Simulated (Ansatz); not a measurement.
Run this with Ansatz 0.2.0 through its Python package and show what comes out.

`scan.py`:
```python
import ansatz as az
import numpy as np

GEOMETRY = """
Si   -0.43130    1.01030    0.52100
C    -0.11180   -0.76270    0.75410
Se    1.57920   -1.20390   -0.05920
Se    0.73760   -1.43200   -2.22420
H    -0.60740    1.34350   -0.94250
H    -1.74170    1.40380    1.18520
H     0.63610    1.86260    1.08570
H    -0.02120   -0.94990    1.83690
H    -0.91180   -1.35840    0.35040
H     0.95540    0.03550   -2.50440
"""


def main() -> None:
    mol = az.Crystal.molecule()
    for line in GEOMETRY.strip().splitlines():
        symbol, *xyz = line.split()
        mol = mol.atom(symbol, [float(v) for v in xyz])

    symbols = [site.symbol for site in mol.cartesian_sites]
    start = np.array([site.position_ang for site in mol.cartesian_sites])
    axis = (start[6] - start[0]) / np.linalg.norm(start[6] - start[0])
    moving = [6]
    lengths, energies = [1.26, 1.36, 1.48, 1.63, 1.85, 2.22, 2.66, 3.25], []
    for length in lengths:
        xyz = start.copy()
        xyz[moving] += (length - np.linalg.norm(start[6] - start[0])) * axis
        point = az.Crystal.molecule()
        for symbol, place in zip(symbols, xyz):
            point = point.atom(symbol, place.tolist())
        model = (
            point.calculation()
            .basis(gaussian="def2-SVP")
            .functional("r2scan0")
        )
        r = model.run().report
        energies.append(r["free_energy_ev"])
        print(f"r = {length:6.3f} A  E = {energies[-1]:.5f} eV  <S^2> = {abs(r['mean_field']['state']['spin_squared']):.3f}")

    print("energy above the lowest point (eV):", [round(e - min(energies), 3) for e in energies])


if __name__ == "__main__":
    main()
```

```console
$ python scan.py
r =  1.260 A  E = -139689.41348 eV  <S^2> = 0.000
r =  1.360 A  E = -139689.90440 eV  <S^2> = 0.000
r =  1.480 A  E = -139690.08167 eV  <S^2> = 0.000
r =  1.630 A  E = -139689.92404 eV  <S^2> = 0.000
r =  1.850 A  E = -139689.32361 eV  <S^2> = 0.000
r =  2.220 A  E = -139688.05252 eV  <S^2> = 0.000
r =  2.660 A  E = -139686.69953 eV  <S^2> = 0.000
r =  3.250 A  E = -139685.39433 eV  <S^2> = 0.000
energy above the lowest point (eV): [0.668, 0.177, 0.0, 0.158, 0.758, 2.029, 3.382, 4.687]
```

What to keep in mind:
- Total energies depend on the basis set; only differences at equal settings carry meaning.
- The rest of the molecule is held rigid at a force-field or estimated start geometry, and the basis set is modest; single-reference methods fail as a bond breaks.
- The orbitals are restricted, so S² is zero by construction.
- Toward dissociation an unrestricted state can lie under the restricted one, by tenths of an eV for polar bonds under a functional and by 1 to 2 eV or more for others.
- Wall time of the script: 110 s on 1 thread of Arm Neoverse V1, with other jobs on the host, peak memory 0.42 GiB.
